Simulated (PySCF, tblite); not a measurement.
**C4H6FNSi2: geometry, infrared bands and NMR shifts**

Aim: predict the infrared bands and NMR shifts of C4H6FNSi2 (`CC1=C(F)[SiH2][Si@H]1C#N`).

The runs use tblite 0.8.0 and PySCF 2.14.0, with density-fitted response routines of our own; the level of theory stands in each step. All values are computed, except where a source is named. Atoms count from 0, in the outputs and in this text.

## 1. The molecule as given

14 atoms, charge 0, multiplicity 1; geometry from: force field or distance geometry start.

Bonds of the start (Å): C0–C1 1.53, C1–C2 1.30, C2–F3 1.40, C2–Si4 1.81, Si4–Si5 2.16, Si5–C6 1.83, C6–N7 1.18, Si5–C1 1.80, C0–H8 1.10, C0–H9 1.10, C0–H10 1.10, Si4–H11 1.49, Si4–H12 1.49, Si5–H13 1.47.

## 2. Optimising the geometry with GFN2-xTB

The job: settings as JSON, then the geometry in Å.

```
{"job": {"kind": "relax", "xc": "GFN2-xTB", "basis": "xTB"}, "charge": 0, "multiplicity": 1}
C      1.213700     0.555800    -1.636300
C      0.298500    -0.068900    -0.578300
C      0.310400    -1.300300    -0.149200
F      1.146400    -2.327800    -0.609800
Si    -0.996300    -1.376400     1.103400
Si    -1.008000     0.668800     0.414800
C     -0.398700     1.885700     1.636400
N     -0.021000     2.677400     2.428700
H      0.899900     1.599300    -1.777500
H      1.149500    -0.072700    -2.539800
H      2.221800     0.467700    -1.213800
H     -2.159100    -2.237100     0.765700
H     -0.478700    -1.623500     2.474200
H     -2.179000     1.151600    -0.340700
```

The run is started by

```console
$ OMP_NUM_THREADS=1 python probes_run.py task.json out
```

This one command runs all jobs of the session in turn.

**Question.** This job is followed by: GFN2-xTB harmonic vibrations, gas phase; GIAO PBE0/pcSseg-1 NMR shielding, non-relativistic, gas phase. Predict these results of the whole session: strongest single infrared mode (GFN2-xTB); zero-point energy (GFN2-xTB); ¹³C shifts against TMS (PBE0/pcSseg-1); ¹H shifts against TMS (PBE0/pcSseg-1, means over atoms taken as alike); ¹⁹F shifts against CFCl3 (PBE0/pcSseg-1); ²⁹Si shifts against TMS (PBE0/pcSseg-1); ¹⁵N shifts against NH3 (PBE0/pcSseg-1).

As calculated:

| quantity | value |
| --- | --- |
| strongest single infrared mode (GFN2-xTB) | 2224 cm⁻¹, 451 km/mol |
| zero-point energy (GFN2-xTB) | 52.4 kcal/mol |
| ¹³C shifts against TMS (PBE0/pcSseg-1) | 179.4, 153.3, 123.9, 16.7 ppm |
| ¹H shifts against TMS (PBE0/pcSseg-1, means over atoms taken as alike) | 5.03, 4.91, 4.81, 2.17 ppm |
| ¹⁹F shifts against CFCl3 (PBE0/pcSseg-1) | -48.7 ppm |
| ²⁹Si shifts against TMS (PBE0/pcSseg-1) | -51.1, -80.9 ppm |
| ¹⁵N shifts against NH3 (PBE0/pcSseg-1) | 367.3 ppm |

What this shows: Over 125 steps the energy fell by 0.923 eV; of the close pairs, Si4–Si5 changed most, 2.158 to 2.346 Å. No mode is imaginary among the 36: a minimum at this level. The strongest single mode, at 2224 cm⁻¹, moves mainly H11. Unscaled tight-binding wavenumbers are off by several per cent, some by more. Its intensities can rank the bands wrongly. At PBE0/pcSseg-1: The largest span, 602 ppm, is at N7, where the paramagnetic term is -437 ppm.
